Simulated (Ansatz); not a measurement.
Predict the output of the script below (the Ansatz DFT code, driven from Python).

The script, `adiabatic_geh5ns.py`:
```python
"""Vertical and adiabatic ionisation of GeH5NS."""

import itertools

import ansatz
from ase import Atoms
from ase.data import atomic_numbers, covalent_radii
import numpy as np


def main() -> None:
    atoms = Atoms(["N", "Ge", "S", "H", "H", "H", "H", "H"], positions=[
        (-1.0961, 0.4259, -0.5607),
        (0.5218, 0.2283, 0.2192),
        (0.9297, -1.9387, 0.366),
        (-1.2058, 1.5114, -0.6846),
        (-1.0772, 0.0654, -1.5534),
        (0.5199, 0.8783, 1.6343),
        (1.6391, 0.9171, -0.6444),
        (-0.1392, -2.1448, 1.1677),
    ])
    geometry = ansatz.Crystal.molecule_from_ase(atoms)

    base = geometry.calculation()
    base = base.basis(gaussian="def2-SVP")
    base = base.functional("r2scan")
    symbols = [site.symbol for site in geometry.cartesian_sites]
    start = np.array([site.position_ang for site in geometry.cartesian_sites], dtype=float)
    report = base.relax(force_tolerance=0.01).run(threads=1).report
    end = np.array(report["positions_ang"])

    minimum = ansatz.Crystal.molecule()
    for symbol, place in zip(symbols, end):
        minimum = minimum.atom(symbol, place.tolist())
    ion = minimum.calculation()
    ion = ion.basis(gaussian="def2-SVP")
    ion = ion.functional("r2scan")
    ion = ion.charge(1).spin("collinear", total=1)
    vertical = ion.run(threads=1).report
    settled = ion.relax(force_tolerance=0.01, max_steps=80).run(threads=1).report
    print(f"vertical ionisation energy   {vertical['free_energy_ev'] - report['free_energy_ev']:.3f} eV")
    print(f"adiabatic, no zero point     {settled['free_energy_ev'] - report['free_energy_ev']:.3f} eV")
    print(f"relaxation energy of the ion {vertical['free_energy_ev'] - settled['free_energy_ev']:.3f} eV")
    ionised = np.array(settled["positions_ang"])
    # pairs closer than 1.2 times the sum of covalent radii, before or after
    radius = [covalent_radii[atomic_numbers[s]] for s in symbols]
    span = lambda where, i, j: np.linalg.norm(where[i] - where[j])
    bonded = [(i, j) for i, j in itertools.combinations(range(len(symbols)), 2) if min(span(end, i, j), span(ionised, i, j)) < 1.2 * (radius[i] + radius[j])]
    print("pair        before    after (A)")
    for i, j in bonded:
        print(f"{symbols[i]}{i}-{symbols[j]}{j}".ljust(10), f"{span(end, i, j):8.4f} {span(ionised, i, j):8.4f}")


if __name__ == "__main__":
    main()
```

```console
$ python adiabatic_geh5ns.py
vertical ionisation energy   9.145 eV
adiabatic, no zero point     8.459 eV
relaxation energy of the ion 0.686 eV
pair        before    after (A)
N0-Ge1       1.8341   1.8760
N0-H3        1.0192   1.0243
N0-H4        1.0187   1.0246
Ge1-S2       2.2276   2.2585
Ge1-H5       1.5366   1.5166
Ge1-H6       1.5430   1.5151
S2-H7        1.3521   1.3578
```

Reading the output:
- The settings weren't tested for convergence.
- The energies are electronic: no zero-point or thermal terms, and the basis set is short of its limit. The product may relax into another structure. Each relaxation finds its nearest minimum, which needn't be the lowest.
- It ran for 5.1 min on 1 thread of Arm Neoverse V1, with other jobs on the host, peak memory 0.31 GiB.
